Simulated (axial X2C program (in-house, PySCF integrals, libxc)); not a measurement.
**A two-component session on CoP⁻: EOM-EA-CCSD levels**

Wanted for CoP⁻: EOM-EA-CCSD levels, at the two-component level.

Program: an in-house X2C program for linear molecules on PySCF integrals. Level of theory: two-component X2C with atomic mean-field terms, Co dyall-acv3z, P dyall-av3z. These are calculated values, not measurements.

## (1) The job

Contents of task.json:

```json
{
 "zs": [
  27,
  15
 ],
 "q": -1,
 "bas": [
  "dyall-acv3z",
  "dyall-av3z"
 ],
 "r0": 2.05,
 "eom": "ea",
 "thr": -2.0,
 "nmax": 92,
 "grid": [
  1,
  0.96,
  1.045,
  0.92,
  1.09,
  1.15
 ],
 "rq": 0
}
```

Keys: zs atomic numbers; q charge; bas basis sets; r0 starting distance in Å; eom kind of EOM run; thr threshold in hartree for freezing inner shells (an s shell follows its p shell); nmax most natural virtual spinors; grid distances as factors.

The run is started by

```sh
$ python soeom.py task.json out
```

The runs that follow: EOM-EA-CCSD at 2.100 Å.

**Question.** What will these runs give? Wanted: next root led by one particle; T1 of the reference.

**Answer**, as computed:

| quantity | value |
| --- | --- |
| lowest root at 2.100 Å | Ω = 1/2, 0.912 eV |
| next root led by one particle | Ω = 1/2, about 2570 cm⁻¹ higher |
| T1 of the reference | 0.095 |

The added electron is bound by 0.91 eV in a spinor of 65% P pπ, 23% Co pπ. The closed-shell reference lies 1.61 eV above the lowest determinant found, so these energies count from an excited configuration. Errors of 0.1 to 0.3 eV are usual at this size, and roots led by higher excitations are left out, so the list is incomplete, and low states of that kind can be missing. T1 or the largest double amplitude of the reference is raised, which lowers the reliability.
